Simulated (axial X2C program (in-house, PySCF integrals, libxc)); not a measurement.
**SeAs⁺: properties at the nuclei**

Wanted for SeAs⁺: properties at the nuclei, at the two-component level.

Computed with an in-house X2C program for linear molecules on PySCF integrals. Level: two-component X2C with atomic mean-field terms, Se dyall-cv3z, As dyall-cv3z.

All values are calculated.

## (1) The job

task.json reads:

```json
{"zs": [34, 33], "q": 1, "bas": ["dyall-cv3z", "dyall-cv3z"], "r0": 2.21, "levels": ["PBE0", "HF", "PBE50", "r2SCAN", "BP86"], "nst": 3}
```

Keys: zs atomic numbers; q charge; bas basis sets; r0 starting distance in Å; levels methods (HF also brings MP2); nst determinants followed.

Command:

```bash
> python soeom.py task.json out
```

The runs that follow: Expectation values, lowest determinant.

Q: Predict the outcome of this session. Wanted: lowest determinant; qzz Se; qzz As.

**Answer**, as computed:

```
           quantity                 value
 lowest determinant  Ω = 0 (closed shell)
qzz Se (a.u.), PBE0                 -1.65
qzz As (a.u.), PBE0                 -4.33
```

In words: The expectation values come from single determinants, which for open shells can mix terms of unlike spin or miss the lowest Ω, so a determinant need not be a state. qzz is the electric field gradient, eQq0 = 234.96 MHz × Q/barn × qzz. The operators were transformed with the bare-nucleus X2C matrices.
